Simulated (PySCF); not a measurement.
# BiH4O4 (Bi(OH)4-): the cost of one run

Method: PBE0, Bi def2-SVP with ECP60, O def2-SVP, H def2-SVP; scalar-relativistic core potentials, no spin–orbit coupling; program: PySCF 2.14.0.

1 further run of the same task is left out (for a known fault of the program).

## 1. The starting structure

9 atoms, charge -1, spin multiplicity 1.

Bond lengths: Bi1–O2 2.226 Å, Bi1–O4 2.226 Å, Bi1–O6 2.138 Å, Bi1–O8 2.138 Å, O2–H3 0.968 Å, O4–H5 0.968 Å, O6–H7 0.973 Å, O8–H9 0.973 Å. Angles: O2–Bi1–O4 145.3°, O2–Bi1–O6 81.2°, O2–Bi1–O8 78.2°, O4–Bi1–O6 78.2°, O4–Bi1–O8 81.2°, O6–Bi1–O8 106.4°, Bi1–O2–H3 98.6°, Bi1–O4–H5 98.6°, Bi1–O6–H7 94.4°, Bi1–O8–H9 94.4°.

Geometry (Å):

```xyz
9
BiH4O4
Bi    0.00000    0.00000    0.94938
O     1.21701    1.74128    0.28481
H     1.73973    1.30053   -0.39977
O    -1.21701   -1.74128    0.28481
H    -1.73973   -1.30053   -0.39977
O     1.36954   -1.02657   -0.33172
H     0.73773   -1.72609   -0.57115
O    -1.36954    1.02657   -0.33172
H    -0.73773    1.72609   -0.57115
```

Formal oxidation states: Bi +3. An earlier session relaxed this geometry at PBE0, Bi def2-SVP with ECP60, O def2-SVP, H def2-SVP (singlet, point group C2).

Its energy there is -517.440314 Eh.

## 2. One electron removed, multiplicity 2

Input file run.py (the lines that set the calculation):

```python
mol = gto.M(atom='''
Bi     0.00000     0.00000     0.94938
O      1.21701     1.74128     0.28481
H      1.73973     1.30053    -0.39977
O     -1.21701    -1.74128     0.28481
H     -1.73973    -1.30053    -0.39977
O      1.36954    -1.02657    -0.33172
H      0.73773    -1.72609    -0.57115
O     -1.36954     1.02657    -0.33172
H     -0.73773     1.72609    -0.57115''',
    basis={'Bi': 'def2-SVP', 'O': 'def2-SVP', 'H': 'def2-SVP'},
    ecp={'Bi': 'def2-SVP'},
    charge=0, spin=1)
mf = dft.UKS(mol, xc='PBE0')
mf.grids.atom_grid = (50, 194)
mf = mf.density_fit()  # fitting sets: Bi def2-universal-JKFIT, O def2-universal-JKFIT, H def2-universal-JKFIT
mf.conv_tol = 1e-08; mf.max_cycle = 55
mf.kernel(dm0)  # dm0: the density of the relaxed state
```

Run with:

```bash
$ OMP_NUM_THREADS=2 python run.py
```

**Question.** How long does this run take on 2 threads of Arm Neoverse V1, shared host?

About 4.2 s.
